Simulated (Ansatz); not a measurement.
**CH6Sn (SMILES [CH3][SnH3]) at MP2/def2-SVP (core potential)**

Aim: the energy change on altering one bond length of CH6Sn at MP2/def2-SVP (core potential), from 2 runs. 

The calculation is run with Ansatz 0.2.0.

42 further runs of the same task are left out: 1 that didn't finish, 41 set aside as unsound or not needed.

### 1 The system as given

The species is CH6Sn (8 atoms), meant as a singlet with charge 0. SMILES: `[CH3][SnH3]`. The coordinates come from a PBE0-D4/def2-TZVP relaxation.

Bond lengths: C1–Sn2 2.140 Å, C1–H3 1.090 Å, C1–H4 1.090 Å, C1–H5 1.090 Å, Sn2–H6 1.709 Å, Sn2–H7 1.709 Å, Sn2–H8 1.709 Å. Some angles: C1–Sn2–H6 110.1°, C1–Sn2–H7 110.1°, C1–Sn2–H8 110.1°, Sn2–C1–H3 110.0°, Sn2–C1–H4 110.0°, Sn2–C1–H5 110.0°, H6–Sn2–H7 108.8°, H6–Sn2–H8 108.8°, H7–Sn2–H8 108.8°, H3–C1–H4 109.0°.

### 2 A single-point energy at MP2/def2-SVP (core potential)

Contents of run.yaml:

```yaml
basis:
  gaussian:
    orbitals: def2-SVP
crystal:
  periodic: [false, false, false]
  atoms:
    - symbol: C
      position_ang: [1.094500, 0.367400, -0.110600]
    - symbol: Sn
      position_ang: [-0.919400, -0.329100, 0.082100]
    - symbol: H
      position_ang: [1.300500, 0.627700, -1.148800]
    - symbol: H
      position_ang: [1.789300, -0.411200, 0.204000]
    - symbol: H
      position_ang: [1.244600, 1.249200, 0.512300]
    - symbol: H
      position_ang: [-2.012000, 0.886800, -0.417500]
    - symbol: H
      position_ang: [-1.156700, -1.716400, -0.887800]
    - symbol: H
      position_ang: [-1.248700, -0.731500, 1.710400]
correlation:
  method: mp2
  frozen_orbitals: {C: 1, H: 0, Sn: 4}
accuracy: high
```

The run is started by

```bash
$ ansatz run run.yaml --threads 1 --pin off --max-ram 3480MiB --events-out events.jsonl --progress --plain --runs-dir runs
```

What it wrote:

```text
Warning: RAYON_NUM_THREADS=1 ignored (pool sized by the plan → 1); use --threads N
Functional definition: HF
  name "HF"
  exchange = exact_x
  correlation = 0
1743 factors; integrals over basis functions are off by at most 3.0e-9 eV
mean field evaluation 1: about -6927.7676 eV, gradient 2.1e1 eV
mean field evaluation 2: about -6927.8293 eV, gradient 2.1e1 eV
mean field evaluation 4: about -6929.2081 eV, gradient 1.9e0 eV
mean field evaluation 8: about -6929.2245 eV, gradient 1.7e-4 eV
mean field -6929.22446546 eV, -254.6443023088 hartree, gradient 2.5e-8 eV, S^2 0.000000; 0 other end points of the search recorded, 0 dependent functions left out
5 core orbitals not correlated: weight in the atoms' cores, before any rotation towards them, 1.000 or more for the frozen orbitals, at most 0.000 for the correlated occupied ones
reference -6929.22446546 eV, -254.6443023088 hartree; 12, 12 occupied and 53, 53 virtual orbitals, 1743 factors
second order -7.46322167 eV of doubles, -0.00000000 eV of singles
Total energy: -6936.68768714 eV, -254.9185706465 hartree
```

It took 1.5 s on 1 thread of Arm Neoverse V2, shared host; peak memory 0.17 GiB.

### 3 The distorted shape at the same level

Contents of input.yaml:

```yaml
crystal:
  periodic: [false, false, false]
  atoms:
    - {symbol: C, position_ang: [1.063595, 0.328349, 0.045154]}
    - {symbol: Sn, position_ang: [-0.950305, -0.368151, 0.237854]}
    - {symbol: H, position_ang: [1.300500, 0.627700, -1.148800]}
    - {symbol: H, position_ang: [1.758395, -0.450251, 0.359754]}
    - {symbol: H, position_ang: [1.213695, 1.210149, 0.668054]}
    - {symbol: H, position_ang: [-2.042905, 0.847749, -0.261746]}
    - {symbol: H, position_ang: [-1.187605, -1.755451, -0.732046]}
    - {symbol: H, position_ang: [-1.279605, -0.770551, 1.866154]}
basis:
  gaussian:
    orbitals: def2-SVP
total_charge: 0
correlation:
  method: mp2
  frozen_orbitals: {C: 1, H: 0, Sn: 4}
accuracy: high
```

The run is started by

```bash
$ ansatz run input.yaml --threads 1 --pin off --max-ram 3480MiB --events-out events.jsonl --progress --plain --runs-dir runs
```

What it wrote:

```text
Warning: RAYON_NUM_THREADS=1 ignored (pool sized by the plan → 1); use --threads N
[... 4 set-up lines as earlier in the session ...]
1740 factors; integrals over basis functions are off by at most 3.3e-9 eV
mean field evaluation 1: about -6927.5113 eV, gradient 2.0e1 eV
mean field evaluation 2: about -6927.5716 eV, gradient 2.0e1 eV
mean field evaluation 4: about -6928.8454 eV, gradient 2.0e0 eV
mean field evaluation 8: about -6928.8619 eV, gradient 1.7e-4 eV
mean field -6928.86187215 eV, -254.6309772503 hartree, gradient 2.2e-8 eV, S^2 0.000000; 0 other end points of the search recorded, 0 dependent functions left out
5 core orbitals not correlated: weight in the atoms' cores, before any rotation towards them, 1.000 or more for the frozen orbitals, at most 0.000 for the correlated occupied ones
reference -6928.86187215 eV, -254.6309772503 hartree; 12, 12 occupied and 53, 53 virtual orbitals, 1740 factors
second order -7.50614841 eV of doubles, -0.00000000 eV of singles
Total energy: -6936.36802056 eV, -254.9068231164 hartree
```

Wall time 1.5 s (1 thread of Arm Neoverse V2, shared host); peak memory 0.17 GiB.

### 4 Summary of results

At MP2/def2-SVP (core potential), 5 core orbitals frozen:

```
                                                         quantity          value
                                        first shape: total energy  -254.91857 Eh
         first shape: correlation energy (5 core orbitals frozen)     -274.3 mEh
                                    distorted shape: total energy  -254.90682 Eh
     distorted shape: correlation energy (5 core orbitals frozen)     -275.8 mEh
energy change with the C1–H3 bond stretched from 1.090 to 1.253 Å       0.320 eV
```

With the C1–H3 bond stretched from 1.090 to 1.253 Å the energy rises by 0.32 eV (30.8 kJ/mol). The first shape isn't relaxed at this level, so the change isn't measured from a minimum.
